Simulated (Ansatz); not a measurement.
# VRu: the cost of one run

Computed with Ansatz 0.2.0 (DFT LDA, PAW, plane waves, scalar-relativistic, unless a step's input says otherwise).

## 1. The starting structure

Symmetry: Pm-3m, No. 221, cubic system. Conventional cell: a = 2.990 Å, b = 2.990 Å, c = 2.990 Å, α = 90.00°, β = 90.00°, γ = 90.00°. V (site symmetry m-3m) is surrounded by 8 Ru at 2.59 Å. Around Ru (site symmetry m-3m) lie 8 V at 2.59 Å.

As a file:

```
V Ru
1.0
     2.99000    0.00000    0.00000
     0.00000    2.99000    0.00000
     0.00000    0.00000    2.99000
V Ru
1 1
Direct
  0.50000 0.50000 0.50000
  0.00000 0.00000 0.00000
```

In tables a label like Ru2 counts atoms in the order of input.yaml; a structure file may count by element.

Known so far: 9 plain starts ended in 1 state. The lowest came from “moments +- scaled by 0.4, plain SCF [V1 0.80, Ru2 -0.80 μB]”: non-magnetic, no gap on the k-mesh, free energy -8619.1347 eV.

Runs to come: parallel moments, default search for lower states; opposed moments +-, default search for lower states; the moments typed in its input, symmetry off, plain SCF; the moments typed in its input, standard search for lower states.

A plain SCF has the search for lower states switched off and ends at the first converged state. The default search runs further SCF cycles only where the state itself hints at a lower one. The standard and full searches may also try other magnetic orders and fillings, and need not reach the lowest state. With a search on, the program may also reshape the start on open shells. Ends within 0.2 meV/atom and 0.1 μB count as one state.

Site moments are integrals over atomic spheres and don't add up to the total.

## 2. Parallel moments, default search for lower states

input.yaml

```yaml
crystal:
  lattice:
    - [2.99, 0.0, 0.0]
    - [0.0, 2.99, 0.0]
    - [0.0, 0.0, 2.99]
  atoms:
    - { symbol: V, position: [0.5, 0.5, 0.5], spin: 2.0 }
    - { symbol: Ru, position: [0.0, 0.0, 0.0], spin: 2.0 }
magnetization:
  spin_polarized: true
hamiltonian:
  xc: lda
  pseudopotentials: { kind: paw }
basis:
  ecutwfc: 420
kpoints:
  mp_grid: { grid: [9, 9, 9] }
scf:
  occupations: { method: fermi_dirac, width: 0.05 }
output:
  forces: true
  stress: true
```

**Question.** How long does this run take on 2 threads of an x86-64 CPU, shared host, and how much memory does it need?

About 4.3 s, with a peak of 0.46 GiB.
